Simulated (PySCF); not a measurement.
# Ti²⁺, Ti³⁺: ionisation energy in even-tempered 21s14p11d6f5g

Wanted: the ionisation energy of titanium, up a ladder of methods.

Program: PySCF 2.14.0. Level of theory: unrestricted determinants in a Gaussian basis, no spin-orbit coupling in the energies. These are calculated values, not measurements, unless marked.

**1. What is computed**

| Item | Value |
| --- | --- |
| Element | titanium (Z = 22) |
| Basis | an even-tempered Gaussian basis (21 s from 0.054 bohr⁻², ratio 2.5; 14 p from 0.071 bohr⁻², ratio 2.5; 11 d from 0.071 bohr⁻², ratio 2.5; 6 f from 0.27 bohr⁻², ratio 2.7; 5 g from 0.4 bohr⁻², ratio 2.7) |
| Hamiltonian | the spin-free X2C one-electron Hamiltonian (Gaussian nucleus) |
| State 1 | Ti²⁺: [Ar] 3d2, high-spin 3F determinant |
| State 2 | Ti³⁺: [Ar] 3d1, 2D determinant |
| Methods | UHF, LDA, PBE, PBE0, r2SCAN, MP2 |
| Core shells frozen in the correlated runs | outer shells: [Ne] (for Ti²⁺) |

The outer shells:

Ti2+ [Ar] 3d2
```
[Ar] core
3d [↑ ][↑ ][  ][  ][  ]
```

Ti3+ [Ar] 3d1
```
[Ar] core
3d [↑ ][  ][  ][  ][  ]
```

One driver process ran all states and methods and kept the integrals in memory. Each run is shown as a PySCF script that sums up its settings (the driver passes frozen orbitals as a list and adds second-order terms of double hybrids); the logs are those of the runs themselves. The driver starts from symmetry-adapted Hartree-Fock orbitals, holds the occupation by maximum overlap and uses a logarithmic radial grid for functionals, so a plain start would take other cycles.

It was started by

```bash
$ OMP_NUM_THREADS=1 python atomrun2.py TASK.json OUT
```

The integrals over 205 functions and the set-up took 4.6 s of CPU time.

**2. Ti²⁺, method by method**

UHF:

File input.py:

```python
from pyscf import gto, scf, dft, mp, cc
mol = gto.M(atom="Ti 0 0 0", charge=2, spin=2, symmetry="D2h",
            basis=gto.etbs([(0, 21, 0.054, 2.5), (1, 14, 0.071, 2.5), (2, 11, 0.071, 2.5), (3, 6, 0.27, 2.7), (4, 5, 0.4, 2.7)]),
            nucmod="G")
mf = scf.UHF(mol).sfx2c1e()
mf.irrep_nelec = {'Ag': (4, 3), 'B1g': (1, 0), 'B1u': (2, 2), 'B2u': (2, 2), 'B3u': (2, 2)}
mf.kernel()
```

The log of the run:

```text
damping factor = 0
level_shift factor = 0
DIIS = <class 'pyscf.scf.diis.CDIIS'>
diis_start_cycle = 1
diis_space = 10
diis_damp = 0
SCF conv_tol = 1e-09
SCF conv_tol_grad = None
number electrons alpha = 11  beta = 9
cycle= 1 E= -852.077650799893  delta_E= -0.00797  |g|= 0.0354  |ddm|= 0.0293
cycle= 2 E= -852.077939771937  delta_E= -0.000289  |g|= 0.00718  |ddm|= 0.00627
cycle= 3 E= -852.077954093713  delta_E= -1.43e-05  |g|= 0.0006  |ddm|= 0.00216
cycle= 4 E= -852.077954299097  delta_E= -2.05e-07  |g|= 0.000246  |ddm|= 0.000341
cycle= 5 E= -852.07795433139  delta_E= -3.23e-08  |g|= 4.96e-05  |ddm|= 0.000188
cycle= 6 E= -852.077954332879  delta_E= -1.49e-09  |g|= 5.94e-06  |ddm|= 4.74e-05
cycle= 7 E= -852.077954332893  delta_E= -1.39e-11  |g|= 1.16e-06  |ddm|= 4.59e-06
converged SCF energy = -852.077954332893  <S^2> = 2.0029791  2S+1 = 3.0019854
```

Time after the integrals: 72 s (1 thread of Neoverse-V1, shared host).

The occupied shells:

```
shell  electrons  mean orbital energy (eV)  spread (eV)  rms radius (bohr)
 1s β          1                   -5033.9            0             0.0804
 1s α          1                   -5033.9            0             0.0804
 2s α          1                   -605.34            0              0.350
 2s β          1                   -604.43            0              0.350
 2p α          3                   -501.15            0              0.320
 2p β          3                   -500.24            0              0.320
 3s α          1                   -96.440            0               1.08
 3s β          1                   -92.850            0               1.08
 3p α          3                   -66.933            0               1.18
 3p β          3                   -62.467            0               1.18
 3d α          2                   -27.921            0               1.55
```

⟨S²⟩ = 2.003, ⟨L²⟩ = 12.04.

Spin-orbit constants on these orbitals (cm⁻¹; bare nucleus, screened nucleus, mean field): 3d 273.1, 149.0, 127.9. To first order in LS coupling the lowest level has J = 2 and lies 0.0317 eV below the centre of the term.

LDA:

input.py, as changed from the run before:

```diff
@@ -4,3 +4,3 @@
             nucmod="G")
-mf = scf.UHF(mol).sfx2c1e()
+mf = dft.UKS(mol, xc="LDA,VWN").sfx2c1e()
 mf.irrep_nelec = {'Ag': (4, 3), 'B1g': (1, 0), 'B1u': (2, 2), 'B2u': (2, 2), 'B3u': (2, 2)}
```

The log of the run:

```text
damping factor = 0
level_shift factor = 0
DIIS = <class 'pyscf.scf.diis.CDIIS'>
diis_start_cycle = 1
diis_space = 10
diis_damp = 0
SCF conv_tol = 1e-09
SCF conv_tol_grad = None
number electrons alpha = 11  beta = 9
XC functionals = LDA,VWN
    P. A. M. Dirac.,  Math. Proc. Cambridge Philos. Soc. 26, 376 (1930)
    F. Bloch.,  Z. Phys. 57, 545 (1929)
    S. H. Vosko, L. Wilk, and M. Nusair.,  Can. J. Phys. 58, 1200 (1980)
cycle= 1 E= -850.860450000467  delta_E= -0.0228  |g|= 0.0427  |ddm|= 0.0835
cycle= 2 E= -850.860478145118  delta_E= -2.81e-05  |g|= 0.00633  |ddm|= 0.00581
cycle= 3 E= -850.860478988652  delta_E= -8.44e-07  |g|= 0.000373  |ddm|= 0.000557
cycle= 4 E= -850.860478997668  delta_E= -9.02e-09  |g|= 0.000147  |ddm|= 0.000159
cycle= 5 E= -850.860479002174  delta_E= -4.51e-09  |g|= 5.3e-06  |ddm|= 5.34e-05
cycle= 6 E= -850.860479002175  delta_E= -1.82e-12  |g|= 1.27e-07  |ddm|= 1.57e-06
converged SCF energy = -850.860479002175  <S^2> = 2.0001677  2S+1 = 3.0001118
```

It took 6.3 s on 1 thread of Neoverse-V1, shared host, the integrals not counted.

PBE:

input.py, as changed from the run before:

```diff
@@ -4,3 +4,3 @@
             nucmod="G")
-mf = dft.UKS(mol, xc="LDA,VWN").sfx2c1e()
+mf = dft.UKS(mol, xc="PBE").sfx2c1e()
 mf.irrep_nelec = {'Ag': (4, 3), 'B1g': (1, 0), 'B1u': (2, 2), 'B2u': (2, 2), 'B3u': (2, 2)}
```

The log of the run:

```text
damping factor = 0
level_shift factor = 0
DIIS = <class 'pyscf.scf.diis.CDIIS'>
diis_start_cycle = 1
diis_space = 10
diis_damp = 0
SCF conv_tol = 1e-09
SCF conv_tol_grad = None
number electrons alpha = 11  beta = 9
XC functionals = PBE
    J. P. Perdew, K. Burke, and M. Ernzerhof.,  Phys. Rev. Lett. 77, 3865 (1996)
    J. P. Perdew, K. Burke, and M. Ernzerhof.,  Phys. Rev. Lett. 78, 1396 (1997)
    J. P. Perdew, K. Burke, and M. Ernzerhof.,  Phys. Rev. Lett. 77, 3865 (1996)
    J. P. Perdew, K. Burke, and M. Ernzerhof.,  Phys. Rev. Lett. 78, 1396 (1997)
cycle= 1 E= -852.740447770114  delta_E= -0.0136  |g|= 0.0148  |ddm|= 0.0807
cycle= 2 E= -852.740459436231  delta_E= -1.17e-05  |g|= 0.00785  |ddm|= 0.00711
cycle= 3 E= -852.740469772125  delta_E= -1.03e-05  |g|= 0.0025  |ddm|= 0.0035
cycle= 4 E= -852.740470882644  delta_E= -1.11e-06  |g|= 3.16e-05  |ddm|= 0.000825
cycle= 5 E= -852.740470882801  delta_E= -1.56e-10  |g|= 4.25e-06  |ddm|= 1.14e-05
converged SCF energy = -852.740470882801  <S^2> = 2.000434  2S+1 = 3.0002893
```

It took 6.6 s on 1 thread of Neoverse-V1, shared host, the integrals not counted.

PBE0:

input.py, as changed from the run before:

```diff
@@ -4,3 +4,3 @@
             nucmod="G")
-mf = dft.UKS(mol, xc="PBE").sfx2c1e()
+mf = dft.UKS(mol, xc="PBE0").sfx2c1e()
 mf.irrep_nelec = {'Ag': (4, 3), 'B1g': (1, 0), 'B1u': (2, 2), 'B2u': (2, 2), 'B3u': (2, 2)}
```

The log of the run:

```text
damping factor = 0
level_shift factor = 0
DIIS = <class 'pyscf.scf.diis.CDIIS'>
diis_start_cycle = 1
diis_space = 10
diis_damp = 0
SCF conv_tol = 1e-09
SCF conv_tol_grad = None
number electrons alpha = 11  beta = 9
XC functionals = PBE0
    C. Adamo and V. Barone.,  J. Chem. Phys. 110, 6158 (1999)
    M. Ernzerhof and G. E. Scuseria.,  J. Chem. Phys. 110, 5029 (1999)
cycle= 1 E= -852.78126179349  delta_E= -0.00849  |g|= 0.0183  |ddm|= 0.0587
cycle= 2 E= -852.781300681973  delta_E= -3.89e-05  |g|= 0.00983  |ddm|= 0.00888
cycle= 3 E= -852.781317364752  delta_E= -1.67e-05  |g|= 0.00183  |ddm|= 0.00391
cycle= 4 E= -852.781317821854  delta_E= -4.57e-07  |g|= 0.000116  |ddm|= 0.000458
cycle= 5 E= -852.781317825073  delta_E= -3.22e-09  |g|= 9.55e-06  |ddm|= 4.71e-05
cycle= 6 E= -852.781317825092  delta_E= -1.89e-11  |g|= 5.41e-07  |ddm|= 4.59e-06
converged SCF energy = -852.781317825092  <S^2> = 2.0008259  2S+1 = 3.0005505
```

It took 23 s on 1 thread of Neoverse-V1, shared host, the integrals not counted.

r2SCAN:

input.py, as changed from the run before:

```diff
@@ -4,3 +4,3 @@
             nucmod="G")
-mf = dft.UKS(mol, xc="PBE0").sfx2c1e()
+mf = dft.UKS(mol, xc="R2SCAN").sfx2c1e()
 mf.irrep_nelec = {'Ag': (4, 3), 'B1g': (1, 0), 'B1u': (2, 2), 'B2u': (2, 2), 'B3u': (2, 2)}
```

The log of the run:

```text
damping factor = 0
level_shift factor = 0
DIIS = <class 'pyscf.scf.diis.CDIIS'>
diis_start_cycle = 1
diis_space = 10
diis_damp = 0
SCF conv_tol = 1e-09
SCF conv_tol_grad = None
number electrons alpha = 11  beta = 9
XC functionals = R2SCAN
    J. W. Furness, A. D. Kaplan, J. Ning, J. P. Perdew, and J. Sun.,  J. Phys. Chem. Lett. 11, 8208-8215 (2020)
    J. W. Furness, A. D. Kaplan, J. Ning, J. P. Perdew, and J. Sun.,  J. Phys. Chem. Lett. 11, 9248-9248 (2020)
    J. W. Furness, A. D. Kaplan, J. Ning, J. P. Perdew, and J. Sun.,  J. Phys. Chem. Lett. 11, 8208-8215 (2020)
    J. W. Furness, A. D. Kaplan, J. Ning, J. P. Perdew, and J. Sun.,  J. Phys. Chem. Lett. 11, 9248-9248 (2020)
cycle= 1 E= -852.937701182428  delta_E= -0.00952  |g|= 0.0196  |ddm|= 0.054
cycle= 2 E= -852.937734906319  delta_E= -3.37e-05  |g|= 0.01  |ddm|= 0.00865
cycle= 3 E= -852.937750924521  delta_E= -1.6e-05  |g|= 0.00252  |ddm|= 0.00408
cycle= 4 E= -852.937751953576  delta_E= -1.03e-06  |g|= 3.96e-05  |ddm|= 0.000805
cycle= 5 E= -852.93775195389  delta_E= -3.14e-10  |g|= 8.21e-06  |ddm|= 2.07e-05
converged SCF energy = -852.93775195389  <S^2> = 2.001091  2S+1 = 3.0007272
```

It took 19 s on 1 thread of Neoverse-V1, shared host, the integrals not counted.

MP2 (outer shells):

input.py, as changed from the run before:

```diff
@@ -4,4 +4,5 @@
             nucmod="G")
-mf = dft.UKS(mol, xc="R2SCAN").sfx2c1e()
+mf = scf.UHF(mol).sfx2c1e()
 mf.irrep_nelec = {'Ag': (4, 3), 'B1g': (1, 0), 'B1u': (2, 2), 'B2u': (2, 2), 'B3u': (2, 2)}
 mf.kernel()
+mp.UMP2(mf, frozen=5).kernel()
```

This step left no log, only its results.

Time after the integrals: 13 s (1 thread of Neoverse-V1, shared host).

With 10 electrons correlated, the MP2 correlation energy is -0.32471 hartree (-0.08386 same spin, -0.24085 opposite spin); the SCS form gives -0.31697. Largest pairs of shells: 3p-3p -0.1521, 3p-3d -0.0893, 3s-3p -0.0524, 3s-3d -0.0167, 3s-3s -0.0090.

Radial density 4πr²ρ of Ti²⁺ at UHF:

```
r (bohr)   density  spin density
0.000973     0.109         0.000
 0.00164     0.284         0.000
 0.00275     0.728         0.000
 0.00463      1.81         0.000
 0.00779      4.28         0.000
  0.0131      9.26        -0.001
  0.0220      17.2        -0.001
  0.0370      24.9        -0.002
  0.0623      24.7        -0.003
   0.105      19.5        -0.006
   0.176      25.4         0.008
   0.297      24.1         0.165
   0.499      8.63         0.668
   0.839      10.3         1.316
    1.41      5.28         1.098
    2.37     0.567         0.312
    3.99    0.0179         0.017
    6.72  2.68e-05         0.000
```

[end of part 1 of 2]
